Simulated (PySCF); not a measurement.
# H4O4Si (monosilicic acid): the cost of one run

The runs use PySCF 2.14.0, with density-fitted response routines of our own; the level of theory stands in each step. All values are computed, except where a source is named. Atoms are numbered from 0 throughout.

## (1) The starting structure

9 atoms, charge 0, multiplicity 1; geometry from: GFN2-xTB. The atoms were then displaced at random by about 0.01 Å, so the start is not that level's minimum.

Bonds of the start (Å): O0–Si1 1.61, Si1–O2 1.61, Si1–O3 1.59, Si1–O4 1.62, O0–H5 0.99, O2–H6 0.96, O3–H7 0.96, O4–H8 0.97.

## (2) Optimising the geometry at PBE0-D3(BJ)/def2-SVP

The job: settings as JSON, then the geometry in Å.

```
{"job": {"xc": "PBE0", "basis": "def2-SVP", "d3": "d3bj", "grid": 1, "shake": 0.01, "kind": "geom"}, "charge": 0, "multiplicity": 1}
O      0.537080     1.279160    -0.819310
Si    -0.004030    -0.003530    -0.004170
O      1.126110    -1.141830    -0.180360
O     -1.423610    -0.379920    -0.610110
O     -0.202920     0.215350     1.584250
H     -0.109890     2.007960    -1.003620
H      1.543150    -1.271290    -1.031840
H     -1.980660    -0.999910    -0.134470
H      0.572590     0.276840     2.165890
```

Launch:

```sh
OMP_NUM_THREADS=1 python probes_run.py task.json out
```

The driver reads the jobs from task.json and runs them one after another.

**Question.** How long does this first job take on 1 thread of Arm Neoverse V2, shared host, and how much memory does it need?

About 32 s, with a peak of 0.4 GiB.
